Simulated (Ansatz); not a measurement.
# SnTe: the cost of one run

Computed with Ansatz 0.2.0 (DFT PBEsol, scalar-relativistic, unless a step's input says otherwise).

## 1. The structure to begin with

The structure is cubic, space group Fm-3m (No. 225). Conventional cell: a = 6.313 Å, b = 6.313 Å, c = 6.313 Å, α = 90.00°, β = 90.00°, γ = 90.00°. Sn (site symmetry m-3m) has 6 Te at 3.16 Å as nearest neighbours. Te (site symmetry m-3m) is surrounded by 6 Sn at 3.16 Å.

Coordinates:

```
Sn Te
1.0
     0.00000    3.15650    3.15650
     3.15650    0.00000    3.15650
     3.15650    3.15650    0.00000
Sn Te
1 1
Cartesian
  0.0000 0.0000 0.0000
  3.1565 3.1565 3.1565
```

Atoms are numbered in the order of the input: Sn1, Te2.

## 2. The deformed structure

Space group Fm-3m before, R-3m after.

## 3. LAPW, all electrons

Contents of input.yaml:

```yaml
crystal:
  lattice:
    - [0.031565, 3.1722825, 3.1722825]
    - [3.1722825, 0.031565, 3.1722825]
    - [3.1722825, 3.1722825, 0.031565]
  atoms:
    - { symbol: Sn, position: [0.0, 0.0, 0.0] }
    - { symbol: Te, position: [0.5, 0.5, 0.5] }
kpoints:
  mp_grid: { grid: [11, 11, 11] }
  band_path:
    path:
      - [0.0, 0.0, 0.0]
      - [0.5, 0.5, 0.5]
      - [0.247543133, 0.5, 0.752456867]
      - [-0.247543133, 0.247543133, 0.5]
      - [0.0, 0.0, 0.5]
      - [0.0, 0.0, 0.0]
      - [-0.3737715665, 0.0, 0.3737715665]
      - [0.0, 0.3737715665, 0.6262284335]
      - [0.0, 0.5, 0.5]
    npoints: 5
scf:
  occupations: { method: fermi_dirac, width: 0.08 }
hamiltonian:
  xc: pbesol
  pseudopotentials: { kind: all_electron, lapw: { basis_error: 0.00025 } }
output:
  forces: true
  stress: true
  eigenvalues: true
```

Launch:

```
$ ansatz run input.yaml --threads 1 --pin off --max-ram 3072MiB --backend cpu --events-out ev --progress --plain --runs-dir out
```

What time and memory should one allow on 1 thread of Arm Neoverse V1, shared host?

About 59 s, with a peak of 0.74 GiB.
